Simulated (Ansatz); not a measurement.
# CuSn2O2: the cost of one run

Program: Ansatz 0.2.0. Level of theory: DFT PBE+D3(BJ), scalar-relativistic, plane waves, PAW. These are calculated values, not measurements.

6 further runs of the same task are left out: 6 set aside as unsound or not needed. Runs told in other sessions of the task aren't counted.

### Step 1. Starting point

The structure is tetragonal, space group P4/nmm (No. 129). The conventional cell has a = 3.836 Å, b = 3.836 Å, c = 4.761 Å, α = 90.00°, β = 90.00°, γ = 90.00°. Around Sn (site symmetry 4mm) lie 4 O at 2.24 Å. O (site symmetry -4m2) has 4 Sn at 2.24 Å in its first shell of neighbours.

As a file:

```xyz
4
Lattice="3.8364 0.0000 0.0000 0.0000 3.8364 0.0000 0.0000 0.0000 4.7605" Properties=species:S:1:pos:R:3 pbc="T T T"
Sn    0.0000    1.9182    1.1580
Sn    1.9182    0.0000    3.6025
O     0.0000    0.0000    0.0000
O     1.9182    1.9182    0.0000
```

It is the result of an earlier relaxation at this level (volume 17.52 Å³/atom; gap on the mesh: none (metal)).

### Step 2. Plan of the scan

Atoms count from 1 in the order of the input.

Cu is moved over the surface cell at a fixed height above a rigid substrate; the origin of the map has the adsorbate above Sn4; the height is held at 2.20 Å.

The axes are (1) position of Cu5 along the first surface vector, from above Sn4: 8 values from 0.000 to 0.875, periodic; (2) position of Cu5 along the second surface vector, from above Sn4: 8 values from 0.000 to 0.875, periodic.

Nothing else is relaxed. Points are written as (first, second).

The two vectors of the plane (Å): (3.820, 0.000, 0.000); (0.000, 3.820, 0.000).

### Step 3. Point (2/8, 2/8) of the map's two axes

The cell repeats along c, and a dipole correction in the vacuum removes the field between the copies.

input.yaml

```yaml
crystal:
  lattice:
    - [3.8201708766, 0.0, 0.0]
    - [0.0, 3.8201708766, 0.0]
    - [0.0, 0.0, 19.3630360333]
  atoms:
    - { symbol: Sn, position: [0.5, 0.0, 0.2065791745] }
    - { symbol: O, position: [0.0, 0.0, 0.2675984287] }
    - { symbol: O, position: [0.5, 0.5, 0.2675984287] }
    - { symbol: Sn, position: [0.0, 0.5, 0.3286176828] }
    - { symbol: Cu, position: [0.25, 0.75, 0.4422362288], spin: 1.0 }
basis:
  ecutwfc: 420
kpoints:
  mp_grid: { grid: [7, 7, 1] }
hamiltonian:
  xc: pbe
  pseudopotentials: { kind: paw, azcp: { folder: soft_1 } }
  dispersion: d3bj
scf:
  occupations: { method: gaussian, width: 0.05 }
output:
  forces: true
  eigenvalues: true
  populations: true
magnetization:
  spin_polarized: true
efield:
  axis: 3
  dipole_correction: true
  ramp_width: 0.04
```

Command:

```bash
> ansatz run input.yaml --threads 1 --pin off --max-ram 3072MiB --backend cpu --events-out ev --progress --plain --runs-dir out
```

**Question.** How long does this run take on 1 thread of Arm Neoverse V1, shared host, and how much memory does it need?

About 99 s, with a peak of 0.58 GiB.
